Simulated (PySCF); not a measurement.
# AsNF₂: relaxation and vibrations of the singlet

Where does singlet AsNF₂ go from a PBE0 minimum start, is the end point a minimum, and what are its modes, charges and moments?

The runs use PySCF 2.14.0; PBE0, basis As def2-TZVP, N def2-TZVP, F def2-TZVP, no relativity, density fitting.

**1. The starting structure**

4 atoms, charge 0, spin multiplicity 1.

Bond lengths: As1–N2 1.613 Å, As1–F3 1.708 Å, As1–F4 1.708 Å. Angles: N2–As1–F3 133.6°, N2–As1–F4 133.6°, F3–As1–F4 92.8°.

Z-matrix (Å, degrees; charge 0 multiplicity 1):
```
As
N  1 1.6126
F  1 1.7083 2 133.62
F  1 1.7083 2 133.62 3 180.00
```

**2. The SCF at the typed geometry**

One driver script runs all steps and calls PySCF; scf.py shows how it sets up the SCF of each step. The optimiser is the driver's own. After this first run the driver tries any further starts and a stability analysis.

scf.py reads:

```python
from pyscf import gto, scf, dft
mol = gto.M(atom='''
As    -0.000000     0.000000    -0.174900
N      0.000000     0.000000    -1.787520
F     -1.236740     0.000000     1.003630
F      1.236740     0.000000     1.003630''',
    basis={'As': 'def2-TZVP', 'N': 'def2-TZVP', 'F': 'def2-TZVP'},
    charge=0, spin=0)
mf = dft.RKS(mol, xc='PBE0')
mf.grids.atom_grid = (50, 194)
aux = {'As': 'def2-universal-JKFIT', 'N': 'def2-universal-JKFIT', 'F': 'def2-universal-JKFIT'}
mf = mf.density_fit(auxbasis=aux)
mf.conv_tol = 1e-08
mf.diis_space = 10
mf.max_cycle = 60
mf.init_guess = 'minao'
mf.verbose = 4
mf.kernel()
```

Launch:

```
OMP_NUM_THREADS=4 python axn.py task.json out
```

After this run come: PBE0 minimum start, singlet: relaxation; Is it a minimum? Harmonic modes.

**Question.** What will these runs give? Wanted: minimum; geometry; wavenumbers; dipole moment; highest occupied, lowest empty level; polar-tensor charge of As1; zero-point energy; atomisation energy.

**Answer**, as computed:

```
                                 quantity                                                              value
                                  minimum                                                       singlet, C2v
                                 geometry  As–F 1.708 Å (×2), As–N 1.613 Å; F–As–F 92.8°, F–As–N 133.6° (×2)
                       wavenumbers (cm⁻¹)        127 (b1), 217 (b2), 309 (a1), 704 (b2), 718 (a1), 1091 (a1)
                            dipole moment                                                             1.48 D
     highest occupied, lowest empty level                                                    -8.61, -3.63 eV
               polar-tensor charge of As1                                                            +1.37 e
                        zero-point energy                                                        18.9 kJ/mol
                      entropy at 298.15 K                                                    297.3 J/(mol K)
atomisation energy (no zero-point energy)                                                         967 kJ/mol
```

What this shows: The PBE0 minimum start keeps its C2v symmetry and ends in a minimum. In the infrared the band at 704 cm⁻¹ (b2, stretch) leads. Other starts or spin states, not run here, may lie lower.
